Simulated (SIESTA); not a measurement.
Input of a SIESTA 5.4.2 run:

File NiMoIrPdW.fdf:

```
SystemName                      NiMoIrPdW
SystemLabel                     NiMoIrPdW
NumberOfSpecies                 5
NumberOfAtoms                   5
%block ChemicalSpeciesLabel
  1  28 Ni
  2  42 Mo
  3  46 Pd
  4  77 Ir
  5  74 W
%endblock ChemicalSpeciesLabel

LatticeConstant                 1.0 Ang
%block LatticeVectors
     4.1170500000     0.0000000000     0.0000000000
    -2.0585300000     3.5654700000     0.0000000000
     0.0000000000     0.0000000000     5.4458000000
%endblock LatticeVectors
AtomicCoordinatesFormat         Fractional
%block AtomicCoordinatesAndAtomicSpecies
     0.0000000000     0.0000000000     0.9577500000  1  Ni
     0.6666700000     0.3333300000     0.9616100000  2  Mo
     0.6666700000     0.3333300000     0.4629500000  3  Pd
     0.3333300000     0.6666700000     0.7257200000  4  Ir
     0.3333300000     0.6666700000     0.2364200000  5  W
%endblock AtomicCoordinatesAndAtomicSpecies

%block kgrid.MonkhorstPack
    8   0   0  0.0
    0   8   0  0.0
    0   0   5  0.0
%endblock kgrid.MonkhorstPack
XC.Functional                   GGA
XC.Authors                      PBE
PAO.BasisSize                   DZP
PAO.EnergyShift                 0.003 Ry
Mesh.Cutoff                     800 Ry
Spin                            spin-orbit
%block DM.InitSpin
    1   1.000     0.00     0.00
    2   1.000     0.00     0.00
    3   0.000     0.00     0.00
    4   0.600     0.00     0.00
    5   0.000     0.00     0.00
%endblock DM.InitSpin
WriteOrbMom                     true
OccupationFunction              FD
ElectronicTemperature           0.05 eV
MaxSCFIterations                200
SCF.MustConverge                false
SCF.Mixer.Method                Pulay
SCF.Mixer.Weight                0.1
SCF.Mixer.History               10
SCF.DM.Tolerance                5.0e-05
SCF.H.Tolerance                 1.0e-03 eV
WriteForces                     true
Charge.Mulliken                 end
BandLinesScale                  ReciprocalLatticeVectors
%block BandLines
    1    0.000000   0.000000   0.000000  \Gamma
   11    0.500000   0.000000   0.000000  M
    6    0.333333   0.333333   0.000000  K
   12    0.000000   0.000000   0.000000  \Gamma
    7    0.000000   0.000000   0.500000  A
   11    0.500000   0.000000   0.500000  L
    6    0.333333   0.333333   0.500000  H
   12    0.000000   0.000000   0.500000  A
    1    0.500000   0.000000   0.500000  L
    7    0.500000   0.000000   0.000000  M
    1    0.333333   0.333333   0.000000  K
    7    0.333333   0.333333   0.500000  H
%endblock BandLines
%block PAO.Basis
  Ni 5
  n=3 0 2
    2.432 0.000
  n=4 0 2
    7.095 0.000
  n=3 1 2
    2.716 0.000
  n=4 1 1
    7.095
  n=3 2 2
    4.475 0.000
  Mo 5
  n=4 0 2
    3.234 0.000
  n=5 0 2
    8.986 0.000
  n=4 1 2
    3.729 0.000
  n=5 1 1
    8.986
  n=4 2 2
    6.776 0.000
  Pd 5
  n=4 0 2
    2.822 0.000
  n=5 0 2
    8.738 0.000
  n=4 1 2
    3.234 0.000
  n=5 1 1
    8.738
  n=4 2 2
    5.877 0.000
  Ir 5
  n=5 0 2
    2.799 0.000
  n=6 0 2
    6.803 0.000
  n=5 1 2
    3.320 0.000
  n=6 1 1
    6.803
  n=5 2 2
    5.624 0.000
  W 5
  n=5 0 2
    3.051 0.000
  n=6 0 2
    7.641 0.000
  n=5 1 2
    3.648 0.000
  n=6 1 1
    7.641
  n=5 2 2
    6.655 0.000
%endblock PAO.Basis
Diag.ParallelOverK              false
```

Potentials or basis: PseudoDojo 0.4 standard (PBE files, fully relativistic), DZP (energy shift 0.003 Ry; two zetas on semicore shells).

Run with:

```console
$ mpirun -n 4 siesta NiMoIrPdW.fdf > NiMoIrPdW.out 2>&1
```

(1) Estimate the pressure.

(2) Estimate the largest force.

(3) Estimate the band gap on the k mesh.

(4) Estimate the net moment.

Results:

(1) 1.6 GPa.

(2) 0.160 eV/Å.

(3) none (metal or under the smearing width).

(4) 0.00 μB per cell.

Caveat: short orbitals over semicore shells can move pressures by several GPa; the valence orbitals were made in a potential fitted to the semicore shell under them, which widens gaps by tenths of an eV or more; the basis of atomic orbitals isn't converged, which shifts pressures, moduli and gaps.
